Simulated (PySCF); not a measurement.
# TlF: bond curves at several levels of theory

One table from this session's results is given with a row withheld; the runs are named, their logs left out.

Method: Tl def2-TZVPP with ECP60, F def2-TZVPP, scalar-relativistic core potentials; program: PySCF 2.14.0.

Set-up of the first run:

Settings of the job:

```yaml
atoms: Tl, F
charge: 0
basis: Tl def2-TZVPP with ECP60, F def2-TZVPP
Hamiltonian: scalar-relativistic core potentials
basis_functions: 81
electrons_treated: 30
masses_in_u: 204.9744, 18.9984
levels: PBE0, PBE, r²SCAN, M06, M06-L, TPSSh, LDA, LC-ωPBE, HF, MP2, SCS-MP2, CCSD, CCSD(T)
grid: 80 radial by 434 angular points
occupations: held fixed by the projection of orbital angular momentum
dissociation_limit: Tl + F, each in its ground configuration
starting_distance_in_angstrom: 2.045
values_of_2S_to_try: 0, 2
```

Run with:

```bash
$ OMP_NUM_THREADS=1 python dia.py task.json out
```

Steps of the session up to this table: Input; The PBE0 curve of the state that the search chose; Higher solutions at PBE0; PBE (GGA); r²SCAN; M06 (hybrid meta-GGA); M06-L (meta-GGA); TPSSh (hybrid meta-GGA); LDA (local density); LC-ωPBE (range-separated hybrid); RHF (mean field); Correlated methods on the Hartree–Fock reference.

One table of the session follows, with a row left open; its other results are not shown here.

It belongs to the step «The curves together». Energy (eV) from each level's lowest point:

```
R (Å)    RHF  RHF-MP2  RHF-SCS-MP2  RHF-CCSD  RHF-CCSD(T)
1.808  0.940    1.033        1.066       n/a          n/a
1.892  0.390    0.451        0.474     0.437        0.445
1.976  0.107    0.139        0.152     0.131        0.136
2.039      ?        ?            ?         ?            ?
2.102  0.000    0.000        0.000     0.000        0.000
2.165  0.038    0.028        0.021     0.030        0.029
2.249  0.148    0.129        0.114     0.134        0.131
2.354  0.346    0.323        0.299     0.329        0.326
2.480  0.629    0.610        0.576     0.616        0.613
2.648  1.033    1.027        0.982       n/a          n/a
```

Estimate the missing values for R (Å) = 2.039.

Worked estimate for «RHF». A straight line through the neighbours (1.976, 0.107) and (2.102, 0.000) gives 0.107 + (0.000 − 0.107) × (2.039 − 1.976) / (2.102 − 1.976) = 0.053; a parabola fitted to 4 rows on both sides gives 0.012.

The run gave: RHF: 0.016; RHF-MP2: 0.031; RHF-SCS-MP2: 0.037; RHF-CCSD: 0.027; RHF-CCSD(T): 0.029. In «RHF» the line misses by +0.037 and the parabola by -0.004.
